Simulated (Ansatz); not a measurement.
# AsH (singlet): wave-function methods side by side, aug-cc-pVDZ

The task here is to estimate one member of a computed series from the others.

Computed with Ansatz 0.2.0, Gaussian basis. Level: aug-cc-pVDZ, core rule «outside noble gas», up to 14 orbitals frozen.

To be run: UHF; CCSD(T) on RHF; CCSD(T) on UHF; BCCD(T) on RHF; CISD; CCSDT(Q) on RHF; CCSDT(Q) on UHF; CCSDTQ on RHF; CASSCF and MRCISD+Q, 6 electrons in 5 orbitals; CASSCF and NEVPT2, 6 electrons in 5 orbitals; Full CI.

12 further runs of the same task are left out: 1 for a known fault of the program, 4 that didn't finish, 7 set aside as unsound or not needed.

### The system

The geometry is a PBE0/def2-TZVP stationary point (not a proven minimum). No spin-orbit coupling is included. The filled d shell of As may be among the frozen orbitals whatever the setting's name suggests; the logs give the count.

2 atoms, charge 0, spin multiplicity 1.

Atoms are counted from 1 here; the program's logs count them from 0.

Bond lengths: As1–H2 1.529 Å.

The first run:

Contents of in.yaml:

```yaml
crystal:
  periodic: [false, false, false]
  atoms:
    - {symbol: As, position_ang: [0.000000, 0.000000, 0.000000]}
    - {symbol: H, position_ang: [0.000000, 0.000000, 1.529400]}
basis:
  gaussian: {orbitals: aug-cc-pVDZ}
magnetization: {spin_polarized: true, initial_magnetization: 0}
hamiltonian: {xc: hf}
output: {orbitals: {seedname: orbitals}}
```

Launch:

```bash
$ ansatz run in.yaml --threads 1 --pin off --events-out ev --progress --plain --max-ram 2393MiB
```

Steps of the session up to this table: UHF; CCSD(T) on RHF; CCSD(T) on UHF; BCCD(T) on RHF; CISD; CCSDT(Q) on RHF; CCSDT(Q) on UHF; CCSDTQ on RHF; CASSCF and MRCISD+Q, 6 electrons in 5 orbitals; CASSCF and NEVPT2, 6 electrons in 5 orbitals; Full CI.

One table of the session follows, with a row left open; its other results are not shown here.

| method | from FCI (meV) |
| --- | --- |
| RHF | +3577.6 |
| RMP2 | +1110.7 |
| CISD | +524.6 |
| RCCSD | +323.9 |
| RCCSD(T) | +169.9 |
| BCCD(T) | +172.3 |
| RCCSDT | +13.3 |
| RCCSDT(Q) | -5.0 |
| RCCSDTQ | +0.1 |
| CASSCF valence | +2550.8 |
| NEVPT2 valence | +647.1 |
| MRCISD valence | +124.7 |
| MRCISD+Q valence | ? |
| FCI | 0 |

Estimate the missing values for MRCISD+Q valence.

The run gave: from FCI (meV): -21.7. In the column «from FCI (meV)» it is the lowest.

Left out of the table: UHF, UMP2, UCCSD, UCCSD(T), UCCSDT, UCCSDT(Q) (another determinant or state than the rows shown).

To keep in mind: The report flags that the cluster equations may have other roots. The program flags RCCSDT(Q), RCCSDTQ as in doubt, so those rows may rest on another solution; read them beside their warnings. RCCSDT(Q), MRCISD+Q valence fall below full CI, which methods that aren't variational can do.
